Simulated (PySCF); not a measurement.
# Cl2H3NPb (Pb(Cl)2(NH3)): the cost of one run

The runs use PySCF 2.14.0; PBE, Pb def2-SVP with ECP60, Cl def2-SVP, N def2-SVP, H def2-SVP; scalar-relativistic core potentials, no spin–orbit coupling.

3 further runs of the same task are left out: 2 for a known fault of the program, 1 that didn't finish. Runs told in other sessions of the task aren't counted.

## (1) Starting geometry

7 atoms, charge 0, spin multiplicity 1.

Bond lengths: Pb1–Cl2 2.560 Å, Pb1–Cl3 2.560 Å, Pb1–N4 2.526 Å, N4–H5 1.028 Å, N4–H6 1.033 Å, N4–H7 1.033 Å. Angles: Cl2–Pb1–Cl3 100.8°, Cl2–Pb1–N4 79.8°, Cl3–Pb1–N4 79.8°, Pb1–N4–H5 128.7°, Pb1–N4–H6 99.5°, Pb1–N4–H7 99.5°, H5–N4–H6 109.7°, H5–N4–H7 109.7°, H6–N4–H7 107.8°.

Coordinates:

```mol
Cl2H3NPb
  3D, bonds by distance, orders not assigned

  7  6  0  0  0  0  0  0  0  0999 V2000
   -0.0036   -0.0062    1.1372 Pb  0  0
    1.8082   -0.8146   -0.4809 Cl  0  0
   -1.6096    1.1587   -0.4809 Cl  0  0
   -1.1635   -2.0152    0.1375 N   0  0
   -1.6175   -2.8015    0.6196 H   0  0
   -1.8494   -1.5338   -0.4662 H   0  0
   -0.4037   -2.3685   -0.4662 H   0  0
  1  2  8  0
  1  3  8  0
  1  4  8  0
  4  5  8  0
  4  6  8  0
  4  7  8  0
M  END
```

Formal oxidation states: Pb +2. An earlier session relaxed this geometry at PBE, Pb def2-SVP with ECP60, Cl def2-SVP, N def2-SVP, H def2-SVP (singlet, point group Cs).

Its energy there is -1169.221504 Eh.

## (2) Atoms moved at random, σ = 0.06 Å

The input, run.py (the lines that set the calculation):

```python
mol = gto.M(atom='''
Pb     0.09299    -0.01215     1.10271
Cl     1.77144    -0.70534    -0.47210
Cl    -1.61572     1.15919    -0.41561
N     -1.25637    -2.04077     0.15254
H     -1.67208    -2.79183     0.65152
H     -1.78377    -1.55973    -0.54998
H     -0.37550    -2.43058    -0.46908''',
    basis={'Pb': 'def2-SVP', 'Cl': 'def2-SVP', 'N': 'def2-SVP', 'H': 'def2-SVP'},
    ecp={'Pb': 'def2-SVP'},
    charge=0, spin=0)
mf = dft.RKS(mol, xc='PBE')
mf.grids.atom_grid = (50, 194)
mf = mf.density_fit()  # fitting sets: Pb def2-universal-JKFIT, Cl def2-universal-JKFIT, N def2-universal-JKFIT, H def2-universal-JKFIT
mf.conv_tol = 1e-08; mf.max_cycle = 55
mf.kernel(dm0)  # dm0: the density of the relaxed state
```

The run is started by

```bash
$ OMP_NUM_THREADS=2 python run.py
```

**Question.** How long does this run take on 2 threads of Arm Neoverse V1, shared host?

About 3.3 s.
